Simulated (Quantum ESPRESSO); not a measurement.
# Y3N (Fm-3m) in Quantum ESPRESSO: further runs, part 4 of 4

Quantum ESPRESSO 7.5. Earlier steps stand in the parts before.

## Step 5: Phonons, PBE

pw.in reads:

```
&CONTROL
  calculation = 'scf'
  prefix = 'pwscf'
  outdir = './tmp'
  pseudo_dir = './pseudo'
  tprnfor = .true.
  tstress = .true.
  disk_io = 'low'
/
&SYSTEM
  ibrav = 0
  A = 5.1006582
  nat = 4
  ntyp = 2
  ecutwfc = 84
  nbnd = 27
  occupations = 'smearing'
  smearing = 'fd'
  degauss = 0.00367493
/
&ELECTRONS
  conv_thr = 8d-10
  electron_maxstep = 120
  mixing_beta = 0.5
/
ATOMIC_SPECIES
Y     88.9058 Y.upf
N     14.0070 N.upf
CELL_PARAMETERS alat
   0.0000000000    0.7071067808    0.7071067808
   0.7071067808    0.0000000000    0.7071067808
   0.7071067808    0.7071067808    0.0000000000
ATOMIC_POSITIONS alat
Y      0.3535533904    0.3535533904    0.3535533904
Y      1.0606601713    1.0606601713    1.0606601713
Y      0.7071067808    0.7071067808    0.7071067808
N      0.0000000000    0.0000000000    0.0000000000
K_POINTS automatic
2 2 2 1 1 1
```

gamma.in reads:

```
&CONTROL
  calculation = 'bands'
  prefix = 'pwscf'
  outdir = './tmp'
  pseudo_dir = './pseudo'
  disk_io = 'low'
  verbosity = 'high'
/
&SYSTEM
  ibrav = 0
  A = 5.1006582
  nat = 4
  ntyp = 2
  ecutwfc = 84
  nbnd = 27
  occupations = 'smearing'
  smearing = 'fd'
  degauss = 0.00367493
/
&ELECTRONS
  conv_thr = 1d-08
  electron_maxstep = 120
  mixing_beta = 0.5
  diago_full_acc = .true.
  startingwfc = 'random'
/
ATOMIC_SPECIES
Y     88.9058 Y.upf
N     14.0070 N.upf
CELL_PARAMETERS alat
   0.0000000000    0.7071067808    0.7071067808
   0.7071067808    0.0000000000    0.7071067808
   0.7071067808    0.7071067808    0.0000000000
ATOMIC_POSITIONS alat
Y      0.3535533904    0.3535533904    0.3535533904
Y      1.0606601713    1.0606601713    1.0606601713
Y      0.7071067808    0.7071067808    0.7071067808
N      0.0000000000    0.0000000000    0.0000000000
K_POINTS crystal
1
0.0 0.0 0.0 1
```

scf2.in reads:

```
&CONTROL
  calculation = 'scf'
  prefix = 'pwscf'
  outdir = './tmp'
  pseudo_dir = './pseudo'
  tprnfor = .true.
  tstress = .true.
  disk_io = 'low'
/
&SYSTEM
  ibrav = 0
  A = 5.1006582
  nat = 4
  ntyp = 2
  ecutwfc = 84
  nbnd = 27
  occupations = 'fixed'
/
&ELECTRONS
  conv_thr = 1d-13
  electron_maxstep = 120
  mixing_beta = 0.5
  startingpot = 'file'
/
ATOMIC_SPECIES
Y     88.9058 Y.upf
N     14.0070 N.upf
CELL_PARAMETERS alat
   0.0000000000    0.7071067808    0.7071067808
   0.7071067808    0.0000000000    0.7071067808
   0.7071067808    0.7071067808    0.0000000000
ATOMIC_POSITIONS alat
Y      0.3535533904    0.3535533904    0.3535533904
Y      1.0606601713    1.0606601713    1.0606601713
Y      0.7071067808    0.7071067808    0.7071067808
N      0.0000000000    0.0000000000    0.0000000000
K_POINTS automatic
2 2 2 1 1 1
```

ph.in reads:

```
phonons of Y3N
&INPUTPH
  prefix = 'pwscf'
  outdir = './tmp'
  tr2_ph = 1d-18
  fildyn = 'dyn'
  niter_ph = 90
  alpha_mix(1) = 0.7
  epsil = .true.
/
0.0000000000 0.0000000000 0.0000000000
```

dynmat.in reads:

```
&INPUT
  fildyn = 'dyn'
  asr = 'crystal'
  lperm = .true.
  filout = 'dynmat.disp'
  fileig = 'dynmat.eig'
/
```

dynmat_lo.in reads:

```
&INPUT
  fildyn = 'dyn'
  asr = 'crystal'
  filout = 'dynmat_lo.disp'
  fileig = 'dynmat_lo.eig'
  q(1) = 0
  q(2) = 0
  q(3) = 1
/
```

Potentials or basis: PseudoDojo 0.4.1 SR PBE standard.

On the command line:

```console
$ OMP_NUM_THREADS=1 pw.x -in pw.in > pw.out
$ OMP_NUM_THREADS=1 pw.x -in gamma.in > gamma.out
$ OMP_NUM_THREADS=1 pw.x -in scf2.in > scf2.out
$ OMP_NUM_THREADS=1 ph.x -in ph.in > ph.out
$ OMP_NUM_THREADS=1 dynmat.x -in dynmat.in > dynmat.out
$ OMP_NUM_THREADS=1 dynmat.x -in dynmat_lo.in > dynmat_lo.out
```

pw.out:

```text
This program is part of the open-source Quantum ESPRESSO suite
     for quantum simulation of materials; please cite
[... 9 lines left out ...]
     --------------------
     sticks:   dense  smooth     PW     G-vecs:    dense   smooth      PW
     Sum        2161    2161    583                65955    65955    9377

     Using Slab Decomposition

     bravais-lattice index     =            0
     lattice parameter (alat)  =       9.6388  a.u.
     unit-cell volume          =     633.2282 (a.u.)^3
     number of atoms/cell      =            4
     number of atomic types    =            2
     number of electrons       =        38.00
     number of Kohn-Sham states=           27
     kinetic-energy cutoff     =      84.0000  Ry
     charge density cutoff     =     336.0000  Ry
     scf convergence threshold =      8.0E-10
     mixing beta               =       0.5000
     number of iterations used =            8  plain     mixing
     Exchange-correlation= PBE
                           (   1   4   3   4   0   0   0)

     celldm(1)=   9.638847  celldm(2)=   0.000000  celldm(3)=   0.000000
     celldm(4)=   0.000000  celldm(5)=   0.000000  celldm(6)=   0.000000

     crystal axes: (cart. coord. in units of alat)
               a(1) = (   0.000000   0.707107   0.707107 )
               a(2) = (   0.707107   0.000000   0.707107 )
               a(3) = (   0.707107   0.707107   0.000000 )

     reciprocal axes: (cart. coord. in units 2 pi/alat)
               b(1) = ( -0.707107  0.707107  0.707107 )
               b(2) = (  0.707107 -0.707107  0.707107 )
               b(3) = (  0.707107  0.707107 -0.707107 )

     PseudoPot. # 1 for Y  read from file:
     Y.upf
     Pseudo is Norm-conserving + core correction, Zval = 11.0
     Generated using ONCVPSP code by D. R. Hamann
     Using radial grid of 1766 points,  6 beta functions with:
                l(1) =   0
                l(2) =   0
                l(3) =   1
                l(4) =   1
                l(5) =   2
                l(6) =   2

     PseudoPot. # 2 for N  read from file:
     N.upf
     Pseudo is Norm-conserving + core correction, Zval =  5.0
     Generated using ONCVPSP code by D. R. Hamann
     Using radial grid of 1058 points,  4 beta functions with:
                l(1) =   0
                l(2) =   0
                l(3) =   1
                l(4) =   1

     atomic species   valence    mass     pseudopotential
     Y                11.00    88.90580     Y ( 1.00)
     N                 5.00    14.00700     N ( 1.00)

     48 Sym. Ops., with inversion, found

   Cartesian axes

     site n.     atom                  positions (alat units)
         1        Y      tau(   1) = (   0.3535534   0.3535534   0.3535534  )
         2        Y      tau(   2) = (   1.0606602   1.0606602   1.0606602  )
         3        Y      tau(   3) = (   0.7071068   0.7071068   0.7071068  )
         4        N      tau(   4) = (   0.0000000   0.0000000   0.0000000  )

     number of k points=     2  Fermi-Dirac smearing, width (Ry)=  0.0037
                       cart. coord. in units 2pi/alat
        k(    1) = (   0.1767767   0.1767767   0.1767767), wk =   0.5000000
        k(    2) = (  -0.1767767  -0.1767767   0.5303301), wk =   1.5000000

     Dense  grid:    65955 G-vectors     FFT dimensions: (  60,  60,  60)

     Initial potential from superposition of free atoms

     starting charge      37.9866, renormalised to      38.0000
     Starting wfcs are   34 randomized atomic wfcs

     Self-consistent Calculation

     iteration #  1     ecut=    84.00 Ry     beta= 0.50
     Davidson diagonalization with overlap
     ethr =  1.00E-02,  avg # of iterations =  2.0

     total energy              =    -264.95009089 Ry
     estimated scf accuracy    <       0.48322357 Ry

     iteration #  2     ecut=    84.00 Ry     beta= 0.50
     Davidson diagonalization with overlap
     ethr =  1.27E-03,  avg # of iterations =  5.0

     total energy              =    -264.88642032 Ry
     estimated scf accuracy    <       3.88553252 Ry

     iteration #  3     ecut=    84.00 Ry     beta= 0.50
     Davidson diagonalization with overlap
     ethr =  1.27E-03,  avg # of iterations =  5.0

     total energy              =    -265.23455282 Ry
     estimated scf accuracy    <       0.04279407 Ry

     iteration #  4     ecut=    84.00 Ry     beta= 0.50
     Davidson diagonalization with overlap
     ethr =  1.13E-04,  avg # of iterations =  2.0

     total energy              =    -265.23323612 Ry
     estimated scf accuracy    <       0.01026067 Ry

     iteration #  5     ecut=    84.00 Ry     beta= 0.50
     Davidson diagonalization with overlap
     ethr =  2.70E-05,  avg # of iterations =  5.0

     total energy              =    -265.23582664 Ry
     estimated scf accuracy    <       0.01064861 Ry

     iteration #  6     ecut=    84.00 Ry     beta= 0.50
     Davidson diagonalization with overlap
     ethr =  2.70E-05,  avg # of iterations =  2.0

     total energy              =    -265.23710800 Ry
     estimated scf accuracy    <       0.00033790 Ry

     iteration #  7     ecut=    84.00 Ry     beta= 0.50
     Davidson diagonalization with overlap
     ethr =  8.89E-07,  avg # of iterations =  9.5

     total energy              =    -265.23717913 Ry
     estimated scf accuracy    <       0.00002477 Ry

     iteration #  8     ecut=    84.00 Ry     beta= 0.50
     Davidson diagonalization with overlap
     ethr =  6.52E-08,  avg # of iterations =  2.5

     total energy              =    -265.23718264 Ry
     estimated scf accuracy    <       0.00000412 Ry

     iteration #  9     ecut=    84.00 Ry     beta= 0.50
     Davidson diagonalization with overlap
     ethr =  1.08E-08,  avg # of iterations =  5.0

     total energy              =    -265.23718361 Ry
     estimated scf accuracy    <       0.00000286 Ry

     iteration # 10     ecut=    84.00 Ry     beta= 0.50
     Davidson diagonalization with overlap
     ethr =  7.51E-09,  avg # of iterations =  2.0

     total energy              =    -265.23718371 Ry
     estimated scf accuracy    <       0.00000040 Ry

     iteration # 11     ecut=    84.00 Ry     beta= 0.50
     Davidson diagonalization with overlap
     ethr =  1.05E-09,  avg # of iterations =  5.0

     total energy              =    -265.23718381 Ry
     estimated scf accuracy    <          1.1E-09 Ry

     iteration # 12     ecut=    84.00 Ry     beta= 0.50
     Davidson diagonalization with overlap
     ethr =  2.94E-12,  avg # of iterations =  6.5

     total energy              =    -265.23718381 Ry
     estimated scf accuracy    <       0.00000002 Ry

     iteration # 13     ecut=    84.00 Ry     beta= 0.50
     Davidson diagonalization with overlap
     ethr =  2.94E-12,  avg # of iterations =  5.0

     total energy              =    -265.23718381 Ry
     estimated scf accuracy    <          1.5E-09 Ry

     iteration # 14     ecut=    84.00 Ry     beta= 0.50
     Davidson diagonalization with overlap
     ethr =  2.94E-12,  avg # of iterations =  4.0

     End of self-consistent calculation

          k = 0.1768 0.1768 0.1768 (  8219 PWs)   bands (ev):

   -31.8279 -31.5875 -31.5533 -12.1766 -12.1766 -12.1693 -11.7257 -11.7257
   -11.6302 -11.4312 -11.3168 -11.3168  -1.7543   7.3218   8.2473   8.2473
     9.7566  10.2761  10.2761  10.8626  11.2874  11.2874  12.4704  12.9206
    12.9206  14.2574  14.2574

          k =-0.1768-0.1768 0.5303 (  8244 PWs)   bands (ev):

   -31.7711 -31.6066 -31.5929 -12.3041 -12.2889 -12.0847 -11.7541 -11.5968
   -11.5636 -11.4378 -11.3264 -11.3104  -1.7028   7.5151   8.2371   8.5114
    10.0146  10.2354  10.6971  10.9789  11.4935  11.6437  12.1182  12.7607
    12.8319  13.3182  13.9978

     the Fermi energy is    10.8032 ev

!    total energy              =    -265.23718381 Ry
     estimated scf accuracy    <          2.6E-11 Ry
     smearing contrib. (-TS)   =      -0.00360011 Ry
     internal energy E=F+TS    =    -265.23358371 Ry

     The total energy is F=E-TS. E is the sum of the following terms:
     one-electron contribution =     -50.03761522 Ry
     hartree contribution      =      38.56744536 Ry
     xc contribution           =     -53.70489163 Ry
     ewald contribution        =    -200.05852221 Ry

     convergence has been achieved in  14 iterations

     Forces acting on atoms (cartesian axes, Ry/au):

     atom    1 type  1   force =    -0.00000000   -0.00000000   -0.00000000
     atom    2 type  1   force =     0.00000000    0.00000000    0.00000000
     atom    3 type  1   force =    -0.00000000   -0.00000000    0.00000000
     atom    4 type  2   force =     0.00000000    0.00000000   -0.00000000

     Total force =     0.000000     Total SCF correction =     0.000000

     Computing stress (Cartesian axis) and pressure

          total   stress  (Ry/bohr**3)                   (kbar)     P=      -11.64
  -0.00007914  -0.00000000  -0.00000000          -11.64       -0.00       -0.00
  -0.00000000  -0.00007914  -0.00000000           -0.00      -11.64       -0.00
  -0.00000000  -0.00000000  -0.00007914           -0.00       -0.00      -11.64

=------------------------------------------------------------------------------=
   JOB DONE.
=------------------------------------------------------------------------------=
```

Run time: 3.8 min. Hardware: 1 thread of AMD EPYC 9R45 (Zen 5), shared host; peak memory 0.22 GiB.

Results:

- Free energy: -3608.7179 eV
- Pressure after relaxing: -1.5 GPa
- Highest phonon frequency at Γ, LO-TO splitting left out: 122 cm⁻¹
- Most unstable mode: 244i cm⁻¹

Levels at points of the mesh, in eV from the valence-band top:
| k point | band 16 | band 17 | band 18 | band 19 | band 20 | band 21 |
| --- | --- | --- | --- | --- | --- | --- |
| (0.25, 0.25, 0.25) | -2.45 | -0.94 | -0.42 | -0.42 | 0.17 | 0.59 |

Phonon frequencies in cm⁻¹ (negative: imaginary):
```csv
q point,frequencies
"(0.000, 0.000, 0.000)",-244 -244 -244 -58 -58 -58 -1 -1 -1 122 122 122
```

Optical modes at Γ, degenerate ones joined, polar ones without the macroscopic field:
```csv
cm⁻¹,components,symmetry,active in
244i,3,T1u,IR
58i,3,T1u,IR
122,3,T2g,Raman
```

Caveat: the k mesh is coarse (spacing up to 0.75 Å⁻¹), so the values aren't converged; some modes are imaginary; the gap on the mesh is small and may close between mesh points, in which case fixed occupations spoil the response.

## Step 6: Summary

```tsv
potentials or basis	cutoff (eV)	pressure (GPa)
GBRV 1.5 PBE	612	-1.6
JTH 2.0 PBE	707	-1.6
SSSP 1.3 efficiency PBE	816	-1.6
PseudoDojo 0.4.1 SR PBE standard	1143	-1.5
```

Alike in all rows: task phonons; level PBE; no spin polarisation; cell relaxed; k mesh 2 × 2 × 2, shifted; smearing fermi-dirac 0.05 eV; the mesh is coarse, so values aren't converged.

Caveats: all runs use coarse meshes; some modes are imaginary; the gap on the mesh is small and may close between mesh points, in which case fixed occupations spoil the response.

Total energies depend on the potentials used, so only differences within one code and one set of settings carry meaning.
